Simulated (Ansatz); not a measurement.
# C2H7GaN2: two geometries relaxed

Are the two ends of the inversion of the pyramid at N5 separate minima, and which lies lower? Each is relaxed from a guess. SMILES of the start: N=C[CH2][GaH][NH2].

Method: RKS B3LYP-D4/def2-SVP, in Ansatz 0.2.0.

### 1 The starting structure

Bond lengths: N1–C2 1.221 Å, C2–C3 1.484 Å, C3–Ga4 1.918 Å, Ga4–N5 2.085 Å, N1–H6 1.030 Å, C2–H7 1.109 Å, C3–H8 1.063 Å, C3–H9 1.163 Å, Ga4–H10 1.610 Å, N5–H11 1.043 Å, N5–H12 1.034 Å. Angles (14 of 16 angles, heavy atoms first): N1–C2–C3 118.5°, C2–C3–Ga4 107.9°, C3–Ga4–N5 95.8°, N1–C2–H7 121.6°, C3–C2–H7 119.9°, C2–N1–H6 127.0°, C2–C3–H8 111.6°, C2–C3–H9 107.5°, Ga4–C3–H8 135.7°, Ga4–C3–H9 80.3°, C3–Ga4–H10 116.2°, N5–Ga4–H10 117.9°, Ga4–N5–H11 86.2°, Ga4–N5–H12 127.0°.

As a file:

```xyz
12

N    -1.2390    1.2797    0.6631
C    -0.1457    0.9594    1.1023
C     0.2936   -0.4494    0.9466
Ga    1.3028   -0.5750   -0.6798
N    -0.3030   -1.1507   -1.8794
H    -1.9208    0.6695    0.1900
H     0.5314    1.7006    1.5734
H    -0.3034   -1.1123    1.5243
H     1.3671   -0.5313    1.3868
H     2.1308    0.7385   -1.1067
H    -0.3936   -0.1409   -2.1237
H    -1.2432   -1.4433   -1.5631
```

### 2 Relaxing end A

File input.yaml:

```yaml
crystal:
  periodic: [false, false, false]
  atoms:
    - { symbol: "N", position_ang: [-1.239, 1.2797, 0.6631] }
    - { symbol: C, position_ang: [-0.1457, 0.9594, 1.1023] }
    - { symbol: C, position_ang: [0.2936, -0.4494, 0.9466] }
    - { symbol: Ga, position_ang: [1.3028, -0.575, -0.6798] }
    - { symbol: "N", position_ang: [-0.303, -1.1507, -1.8794] }
    - { symbol: H, position_ang: [-1.9208, 0.6695, 0.19] }
    - { symbol: H, position_ang: [0.5314, 1.7006, 1.5734] }
    - { symbol: H, position_ang: [-0.3034, -1.1123, 1.5243] }
    - { symbol: H, position_ang: [1.3671, -0.5313, 1.3868] }
    - { symbol: H, position_ang: [2.1308, 0.7385, -1.1067] }
    - { symbol: H, position_ang: [-0.3936, -0.1409, -2.1237] }
    - { symbol: H, position_ang: [-1.2432, -1.4433, -1.5631] }
basis:
  gaussian: { orbitals: def2-SVP }
hamiltonian:
  xc: b3lyp
  dispersion: d4
relax:
  f_tol: 0.015
  max_steps: 40
output:
  orbitals: {}
```

The run is started by

```console
$ ansatz run input.yaml --threads 2 --pin off --max-ram 3072MiB --backend cpu --events-out ev --progress --plain --runs-dir out
```

Log, shortened:

```text
Warning: RAYON_NUM_THREADS=2 ignored (pool sized by the plan → 2); use --threads N
[...]
Functional definition: B3LYP
[...]
1377 factors; integrals over basis functions are off by at most 3.6e-4 eV
[...]
mean field -57533.63645175 eV, -2114.3221419023 hartree, gradient 3.2e-5 eV, S^2 0.000000; 0 other end points of the search recorded, 0 dependent functions left out
[...]
reference -57533.63671343 eV, -2114.3221515189 hartree; 32, 32 occupied and 91, 91 virtual orbitals, 1377 factors
relax step   1: F+E_penalty+E_count = -57534.06303382 eV  Δ(F+E_penalty+E_count) = +0.000e0 eV  max|allowed force component| = 4.401e0 eV/Å  Δτ_max = 0.0000 Å  (31 SCF iters, accepted)
[...]
relax step   4: F+E_penalty+E_count = -57536.85588977 eV  Δ(F+E_penalty+E_count) = -2.334e-1 eV  max|allowed force component| = 1.164e0 eV/Å  Δτ_max = 0.1944 Å  (30 SCF iters, accepted)
[...]
relax step   7: F+E_penalty+E_count = -57537.15081043 eV  Δ(F+E_penalty+E_count) = -6.770e-2 eV  max|allowed force component| = 3.837e-1 eV/Å  Δτ_max = 0.2000 Å  (31 SCF iters, accepted)
[...]
relax step  10: F+E_penalty+E_count = -57537.20282284 eV  Δ(F+E_penalty+E_count) = -1.280e-2 eV  max|allowed force component| = 3.576e-1 eV/Å  Δτ_max = 0.0694 Å  (31 SCF iters, accepted)
[...]
relax step  13: F+E_penalty+E_count = -57537.22888001 eV  Δ(F+E_penalty+E_count) = -3.556e-3 eV  max|allowed force component| = 1.343e-1 eV/Å  Δτ_max = 0.0783 Å  (30 SCF iters, accepted)
[...]
relax step  14: F+E_penalty+E_count = -57537.23248892 eV  Δ(F+E_penalty+E_count) = -3.609e-3 eV  max|allowed force component| = 2.326e-1 eV/Å  Δτ_max = 0.1952 Å  (29 SCF iters, accepted)
[...]
relax step  15: F+E_penalty+E_count = -57537.22969051 eV  Δ(F+E_penalty+E_count) = +2.798e-3 eV  max|allowed force component| = 9.833e-1 eV/Å  Δτ_max = 0.0457 Å  (31 SCF iters, rejected (line search))
[...]
1377 factors; integrals over basis functions are off by at most 6.4e-4 eV
```

### 3 The output, continued: end point A relaxed

Output, continued, shortened:

```text
mean field -57536.84299254 eV, -2114.4399801029 hartree, gradient 2.1e-5 eV, S^2 0.000000; 0 other end points of the search recorded, 0 dependent functions left out
[...]
reference -57536.84326275 eV, -2114.4399900331 hartree; 32, 32 occupied and 91, 91 virtual orbitals, 1377 factors
relax step  16: F+E_penalty+E_count = -57537.23638321 eV  Δ(F+E_penalty+E_count) = -3.894e-3 eV  max|allowed force component| = 7.876e-2 eV/Å  Δτ_max = 0.0222 Å  (30 SCF iters, accepted)
[...]
relax step  19: F+E_penalty+E_count = -57537.23853345 eV  Δ(F+E_penalty+E_count) = -3.162e-4 eV  max|allowed force component| = 2.609e-2 eV/Å  Δτ_max = 0.0134 Å  (25 SCF iters, accepted)
[...]
relax step  22: F+E_penalty+E_count = -57537.23949437 eV  Δ(F+E_penalty+E_count) = -2.428e-4 eV  max|allowed force component| = 9.374e-2 eV/Å  Δτ_max = 0.0660 Å  (30 SCF iters, accepted)
[...]
Atom 2 at     0.271038    -0.277218     0.990651 Å, force    -0.005511     0.007376     0.001356 eV/Å
Atom 3 at     0.897382    -0.193532    -0.908869 Å, force     0.002806    -0.012729    -0.003850 eV/Å
Atom 4 at    -0.114731    -1.091062    -2.124743 Å, force    -0.004085    -0.001912     0.004205 eV/Å
Atom 5 at    -2.018745     0.871771     1.217299 Å, force     0.002778    -0.001327     0.003355 eV/Å
Atom 6 at     0.682351     1.761372     1.719491 Å, force    -0.005677    -0.002676     0.001858 eV/Å
Atom 7 at    -0.560957    -0.998037     1.051709 Å, force     0.003376     0.002033     0.000129 eV/Å
Atom 8 at     1.114782    -0.647239     1.596876 Å, force    -0.002090     0.001421    -0.003394 eV/Å
Atom 9 at     2.149790     0.587849    -1.425800 Å, force    -0.004317     0.000846     0.000935 eV/Å
Atom 10 at     0.073893    -1.104790    -3.121779 Å, force    -0.001807     0.000338     0.000884 eV/Å
Atom 11 at    -0.945572    -1.628814    -1.899193 Å, force     0.010986     0.008152    -0.001322 eV/Å
Dipole moment:     0.100798    -0.594858    -0.301436 e Å
```

It took 66 s on 2 threads of INTEL XEON PLATINUM 8581C at 2.30GHz (Emerald Rapids), shared host; peak memory 0.34 GiB.

Step by step:

| step | energy from step 1 (eV) | largest force component (eV/Å) |
| --- | --- | --- |
| 1 | 0.0000 | 4.4006 |
| 2 | -1.7943 | 2.1296 |
| 3 | -2.5595 | 0.9944 |
| 4 | -2.7929 | 1.1640 |
| 5 | -2.8999 | 1.3434 |
| 6 | -3.0201 | 0.5286 |
| 7 | -3.0878 | 0.3837 |
| 8x | -2.9816 | 1.2415 |
| 9 | -3.1270 | 0.4541 |
| 10 | -3.1398 | 0.3576 |
| 11 | -3.1572 | 0.2129 |
| 12 | -3.1623 | 0.2067 |
| 13 | -3.1658 | 0.1343 |
| 14 | -3.1695 | 0.2326 |
| 15x | -3.1667 | 0.9833 |
| 16 | -3.1733 | 0.0788 |
| 17 | -3.1745 | 0.1045 |
| 18 | -3.1752 | 0.0610 |
| 19 | -3.1755 | 0.0261 |
| 20 | -3.1758 | 0.0260 |
| 21 | -3.1762 | 0.0731 |
| 22 | -3.1765 | 0.0937 |
| 23 | -3.1767 | 0.0626 |
| 24 | -3.1770 | 0.0302 |
| 25 | -3.1771 | 0.0214 |
| 26 | -3.1771 | 0.0156 |
| 27 | -3.1771 | 0.0127 |

Step 1 is the start. 2 steps were tried and not accepted (marked x).

After: Bond lengths: N1–C2 1.274 Å, C2–C3 1.496 Å, C3–Ga4 2.002 Å, Ga4–N5 1.819 Å, N1–H6 1.031 Å, C2–H7 1.107 Å, C3–H8 1.103 Å, C3–H9 1.103 Å, Ga4–H10 1.564 Å, N5–H11 1.015 Å, N5–H12 1.015 Å. Angles (14 of 16 angles, heavy atoms first): N1–C2–C3 128.7°, C2–C3–Ga4 109.5°, C3–Ga4–N5 116.1°, N1–C2–H7 116.4°, C3–C2–H7 114.9°, C2–N1–H6 110.2°, C2–C3–H8 111.6°, C2–C3–H9 110.8°, Ga4–C3–H8 108.4°, Ga4–C3–H9 107.2°, C3–Ga4–H10 125.8°, N5–Ga4–H10 118.1°, Ga4–N5–H11 124.1°, Ga4–N5–H12 124.6°.

### 4 End point B

The second end starts from a geometry with the move made by hand.

Edit input.yaml of step 2 so:

```diff
@@ -13,4 +13,4 @@
     - { symbol: H, position_ang: [2.1308, 0.7385, -1.1067] }
-    - { symbol: H, position_ang: [-0.3936, -0.1409, -2.1237] }
-    - { symbol: H, position_ang: [-1.2432, -1.4433, -1.5631] }
+    - { symbol: H, position_ang: [0.40041, -1.28494, -2.63754] }
+    - { symbol: H, position_ang: [-0.82927, -2.03971, -1.83097] }
 basis:
```

The run is started by

```console
$ ansatz run input.yaml --threads 2 --pin off --max-ram 3072MiB --backend cpu --events-out ev --progress --plain --runs-dir out
```

Log, shortened:

```text
Warning: RAYON_NUM_THREADS=2 ignored (pool sized by the plan → 2); use --threads N
[...]
Functional definition: B3LYP
[...]
1377 factors; integrals over basis functions are off by at most 5.1e-4 eV
[...]
mean field -57533.99174169 eV, -2114.3351985667 hartree, gradient 8.2e-5 eV, S^2 0.000000; 0 other end points of the search recorded, 0 dependent functions left out
[...]
reference -57533.99201115 eV, -2114.3352084693 hartree; 32, 32 occupied and 91, 91 virtual orbitals, 1377 factors
relax step   1: F+E_penalty+E_count = -57534.40927638 eV  Δ(F+E_penalty+E_count) = +0.000e0 eV  max|allowed force component| = 4.201e0 eV/Å  Δτ_max = 0.0000 Å  (29 SCF iters, accepted)
[...]
relax step   4: F+E_penalty+E_count = -57537.07544741 eV  Δ(F+E_penalty+E_count) = -1.553e-1 eV  max|allowed force component| = 1.061e0 eV/Å  Δτ_max = 0.0770 Å  (30 SCF iters, accepted)
[...]
relax step   7: F+E_penalty+E_count = -57537.21519536 eV  Δ(F+E_penalty+E_count) = -2.485e-2 eV  max|allowed force component| = 2.607e-1 eV/Å  Δτ_max = 0.0612 Å  (32 SCF iters, accepted)
[...]
relax step  10: F+E_penalty+E_count = -57537.23307764 eV  Δ(F+E_penalty+E_count) = -8.130e-3 eV  max|allowed force component| = 5.407e-2 eV/Å  Δτ_max = 0.0477 Å  (31 SCF iters, accepted)
[...]
relax step  13: F+E_penalty+E_count = -57537.23916370 eV  Δ(F+E_penalty+E_count) = -1.587e-3 eV  max|allowed force component| = 4.809e-2 eV/Å  Δτ_max = 0.0134 Å  (31 SCF iters, accepted)
[...]
relax step  14: F+E_penalty+E_count = -57537.23916137 eV  Δ(F+E_penalty+E_count) = +2.331e-6 eV  max|allowed force component| = 9.063e-2 eV/Å  Δτ_max = 0.0163 Å  (31 SCF iters, rejected (line search))
[...]
1377 factors; integrals over basis functions are off by at most 4.1e-4 eV
mean field -57536.84767709 eV, -2114.4401522569 hartree, gradient 1.0e-5 eV, S^2 0.000000; 0 other end points of the search recorded, 0 dependent functions left out
[...]
reference -57536.84794740 eV, -2114.4401621906 hartree; 32, 32 occupied and 91, 91 virtual orbitals, 1377 factors
```

### 5 The output, continued: end point B relaxed

The log, continued:

```text
relax step  15: F+E_penalty+E_count = -57537.23947759 eV  Δ(F+E_penalty+E_count) = -3.139e-4 eV  max|allowed force component| = 1.534e-2 eV/Å  Δτ_max = 0.0079 Å  (27 SCF iters, accepted)
these checks for a lower state are left out or cut short: starts, cluster_reference, orbital_swaps, neighbouring_geometries, increment
1377 factors; integrals over basis functions are off by at most 4.1e-4 eV
mean field -57536.84856931 eV, -2114.4401850456 hartree, gradient 1.8e-5 eV, S^2 0.000000; 0 other end points of the search recorded, 0 dependent functions left out
the calculation of the forces begins
reference -57536.84883974 eV, -2114.4401949835 hartree; 32, 32 occupied and 91, 91 virtual orbitals, 1377 factors
relax step  16: F+E_penalty+E_count = -57537.23966482 eV  Δ(F+E_penalty+E_count) = -1.872e-4 eV  max|allowed force component| = 1.082e-2 eV/Å  Δτ_max = 0.0288 Å  (31 SCF iters, accepted)
these checks for a lower state are left out or cut short: starts, cluster_reference, orbital_swaps, neighbouring_geometries, increment
1377 factors; integrals over basis functions are off by at most 4.0e-4 eV
mean field evaluation 128: about -57536.8493 eV, gradient 4.6e-5 eV
mean field -57536.84931963 eV, -2114.4402126191 hartree, gradient 1.4e-5 eV, S^2 0.000000; 0 other end points of the search recorded, 0 dependent functions left out
the calculation of the forces begins
reference -57536.84959018 eV, -2114.4402225618 hartree; 32, 32 occupied and 91, 91 virtual orbitals, 1377 factors
relax step  17: F+E_penalty+E_count = -57537.23976281 eV  Δ(F+E_penalty+E_count) = -9.799e-5 eV  max|allowed force component| = 1.953e-2 eV/Å  Δτ_max = 0.0253 Å  (31 SCF iters, accepted)
these checks for a lower state are left out or cut short: starts, cluster_reference, orbital_swaps, neighbouring_geometries, increment
1377 factors; integrals over basis functions are off by at most 4.0e-4 eV
mean field -57536.84962589 eV, -2114.4402238741 hartree, gradient 2.5e-5 eV, S^2 0.000000; 0 other end points of the search recorded, 0 dependent functions left out
the calculation of the forces begins
reference -57536.84989654 eV, -2114.4402338201 hartree; 32, 32 occupied and 91, 91 virtual orbitals, 1377 factors
relax step  18: F+E_penalty+E_count = -57537.23982656 eV  Δ(F+E_penalty+E_count) = -6.375e-5 eV  max|allowed force component| = 1.343e-2 eV/Å  Δτ_max = 0.0127 Å  (25 SCF iters, accepted)
these checks for a lower state are left out or cut short: starts, cluster_reference, orbital_swaps, neighbouring_geometries, increment
1377 factors; integrals over basis functions are off by at most 4.0e-4 eV
mean field -57536.85022256 eV, -2114.4402458013 hartree, gradient 1.8e-5 eV, S^2 0.000000; 0 other end points of the search recorded, 0 dependent functions left out
the calculation of the forces begins
reference -57536.85049349 eV, -2114.4402557576 hartree; 32, 32 occupied and 91, 91 virtual orbitals, 1377 factors
relax step  19: F+E_penalty+E_count = -57537.23997712 eV  Δ(F+E_penalty+E_count) = -1.506e-4 eV  max|allowed force component| = 1.288e-2 eV/Å  Δτ_max = 0.0331 Å  (31 SCF iters, accepted)
these checks for a lower state are left out or cut short: starts, cluster_reference, orbital_swaps, neighbouring_geometries, increment
1377 factors; integrals over basis functions are off by at most 4.0e-4 eV
mean field -57536.85061604 eV, -2114.4402602612 hartree, gradient 1.8e-5 eV, S^2 0.000000; 0 other end points of the search recorded, 0 dependent functions left out
the calculation of the forces begins
reference -57536.85088724 eV, -2114.4402702277 hartree; 32, 32 occupied and 91, 91 virtual orbitals, 1377 factors
relax step  20: F+E_penalty+E_count = -57537.24008516 eV  Δ(F+E_penalty+E_count) = -1.080e-4 eV  max|allowed force component| = 2.054e-2 eV/Å  Δτ_max = 0.0378 Å  (31 SCF iters, accepted)
these checks for a lower state are left out or cut short: starts, cluster_reference, orbital_swaps, neighbouring_geometries, increment
1377 factors; integrals over basis functions are off by at most 3.9e-4 eV
mean field -57536.85080570 eV, -2114.4402672312 hartree, gradient 1.2e-5 eV, S^2 0.000000; 0 other end points of the search recorded, 0 dependent functions left out
the calculation of the forces begins
reference -57536.85107710 eV, -2114.4402772050 hartree; 32, 32 occupied and 91, 91 virtual orbitals, 1377 factors
relax step  21: F+E_penalty+E_count = -57537.24012299 eV  Δ(F+E_penalty+E_count) = -3.783e-5 eV  max|allowed force component| = 2.594e-2 eV/Å  Δτ_max = 0.0319 Å  (31 SCF iters, accepted)
these checks for a lower state are left out or cut short: starts, cluster_reference, orbital_swaps, neighbouring_geometries, increment
1377 factors; integrals over basis functions are off by at most 3.9e-4 eV
mean field evaluation 160: about -57536.8254 eV, gradient 3.8e-3 eV
mean field -57536.85077516 eV, -2114.4402661091 hartree, gradient 2.1e-5 eV, S^2 0.000000; 0 other end points of the search recorded, 0 dependent functions left out
the calculation of the forces begins
reference -57536.85104666 eV, -2114.4402760865 hartree; 32, 32 occupied and 91, 91 virtual orbitals, 1377 factors
relax step  22: F+E_penalty+E_count = -57537.24015499 eV  Δ(F+E_penalty+E_count) = -3.200e-5 eV  max|allowed force component| = 2.661e-2 eV/Å  Δτ_max = 0.0259 Å  (30 SCF iters, accepted)
these checks for a lower state are left out or cut short: starts, cluster_reference, orbital_swaps, neighbouring_geometries, increment
1377 factors; integrals over basis functions are off by at most 3.9e-4 eV
mean field -57536.85076794 eV, -2114.4402658436 hartree, gradient 1.3e-5 eV, S^2 0.000000; 0 other end points of the search recorded, 0 dependent functions left out
the calculation of the forces begins
reference -57536.85103935 eV, -2114.4402758178 hartree; 32, 32 occupied and 91, 91 virtual orbitals, 1377 factors
relax step  23: F+E_penalty+E_count = -57537.24020582 eV  Δ(F+E_penalty+E_count) = -5.082e-5 eV  max|allowed force component| = 1.633e-2 eV/Å  Δτ_max = 0.0106 Å  (25 SCF iters, accepted)
these checks for a lower state are left out or cut short: starts, cluster_reference, orbital_swaps, neighbouring_geometries, increment
1377 factors; integrals over basis functions are off by at most 3.9e-4 eV
mean field -57536.85072695 eV, -2114.4402643374 hartree, gradient 2.5e-5 eV, S^2 0.000000; 0 other end points of the search recorded, 0 dependent functions left out
the calculation of the forces begins
reference -57536.85099832 eV, -2114.4402743098 hartree; 32, 32 occupied and 91, 91 virtual orbitals, 1377 factors
relax step  24: F+E_penalty+E_count = -57537.24021984 eV  Δ(F+E_penalty+E_count) = -1.402e-5 eV  max|allowed force component| = 6.810e-3 eV/Å  Δτ_max = 0.0082 Å  (25 SCF iters, accepted)
1377 factors; integrals over basis functions are off by at most 3.9e-4 eV
mean field evaluation 192: about -57536.8507 eV, gradient 2.5e-3 eV
mean field -57536.85072695 eV, -2114.4402643374 hartree, gradient 2.5e-5 eV, S^2 0.000000; 1 other end points of the search recorded, 0 dependent functions left out
the calculation of the forces begins
reference -57536.85099832 eV, -2114.4402743098 hartree; 32, 32 occupied and 91, 91 virtual orbitals, 1377 factors
Total energy: -57537.24049120 eV, -2114.4545879093 hartree
Atom 0 at    -1.415093     1.488239     1.164390 Å, force    -0.001444    -0.003834    -0.001853 eV/Å
Atom 1 at    -0.213480     1.069538     1.233215 Å, force     0.001222    -0.004580     0.005666 eV/Å
Atom 2 at     0.314511    -0.303810     0.964939 Å, force    -0.002342     0.004097     0.001187 eV/Å
Atom 3 at     1.077752    -0.381593    -0.884068 Å, force     0.000587    -0.006810    -0.004482 eV/Å
Atom 4 at     0.196872    -1.443941    -2.068712 Å, force    -0.003439    -0.001144     0.005385 eV/Å
Atom 5 at    -2.047476     0.712141     0.919226 Å, force     0.003495     0.004639     0.000433 eV/Å
Atom 6 at     0.555905     1.822350     1.491288 Å, force    -0.001957    -0.000596    -0.002869 eV/Å
Atom 7 at    -0.478076    -1.065663     1.047493 Å, force     0.001256     0.001391    -0.000418 eV/Å
Atom 8 at     1.129696    -0.553654     1.664486 Å, force    -0.001426     0.000617    -0.002582 eV/Å
Atom 9 at     2.331964     0.404068    -1.389800 Å, force    -0.002255     0.000726     0.000350 eV/Å
Atom 10 at     0.458585    -1.548574    -3.043564 Å, force     0.000293     0.000972     0.000369 eV/Å
Atom 11 at    -0.626220    -1.994751    -1.846802 Å, force     0.006009     0.004523    -0.001185 eV/Å
Dipole moment:     0.153989    -0.612830    -0.228705 e Å
```

Wall time 58 s (2 threads of INTEL XEON PLATINUM 8581C at 2.30GHz (Emerald Rapids), shared host); peak memory 0.34 GiB.

Step by step:

| step | energy from step 1 (eV) | largest force component (eV/Å) |
| --- | --- | --- |
| 1 | 0.0000 | 4.2008 |
| 2 | -1.8286 | 2.1134 |
| 3 | -2.5108 | 1.9324 |
| 4 | -2.6662 | 1.0605 |
| 5 | -2.7555 | 0.6090 |
| 6 | -2.7811 | 0.5486 |
| 7 | -2.8059 | 0.2607 |
| 8 | -2.8157 | 0.1800 |
| 9x | -2.8099 | 0.5482 |
| 10 | -2.8238 | 0.0541 |
| 11 | -2.8273 | 0.0426 |
| 12 | -2.8283 | 0.2303 |
| 13 | -2.8299 | 0.0481 |
| 14x | -2.8299 | 0.0906 |
| 15 | -2.8302 | 0.0153 |
| 16 | -2.8304 | 0.0108 |
| 17 | -2.8305 | 0.0195 |
| 18 | -2.8306 | 0.0134 |
| 19 | -2.8307 | 0.0129 |
| 20 | -2.8308 | 0.0205 |
| 21 | -2.8308 | 0.0259 |
| 22 | -2.8309 | 0.0266 |
| 23 | -2.8309 | 0.0163 |
| 24 | -2.8309 | 0.0068 |

Step 1 is the start. 2 steps were tried and not accepted (marked x).

After: Bond lengths: N1–C2 1.274 Å, C2–C3 1.496 Å, C3–Ga4 2.002 Å, Ga4–N5 1.819 Å, N1–H6 1.031 Å, C2–H7 1.107 Å, C3–H8 1.102 Å, C3–H9 1.103 Å, Ga4–H10 1.564 Å, N5–H11 1.015 Å, N5–H12 1.015 Å. Angles (14 of 16 angles, heavy atoms first): N1–C2–C3 128.7°, C2–C3–Ga4 109.6°, C3–Ga4–N5 116.1°, N1–C2–H7 116.4°, C3–C2–H7 114.9°, C2–N1–H6 110.1°, C2–C3–H8 111.6°, C2–C3–H9 110.8°, Ga4–C3–H8 108.4°, Ga4–C3–H9 107.2°, C3–Ga4–H10 125.8°, N5–Ga4–H10 118.1°, Ga4–N5–H11 124.1°, Ga4–N5–H12 124.6°.

### 6 Summary of results

| quantity | value |
| --- | --- |
| end A | 24 moves, 3.177 eV lower |
| end B | 21 moves, 2.831 eV lower |
| largest difference between the ends | 0.02 Å |
| end B relative to end A | -0.000 eV |

In words: The two relaxations end at one structure, within 0.02 Å: no second minimum was found from this start, which doesn't rule one out.
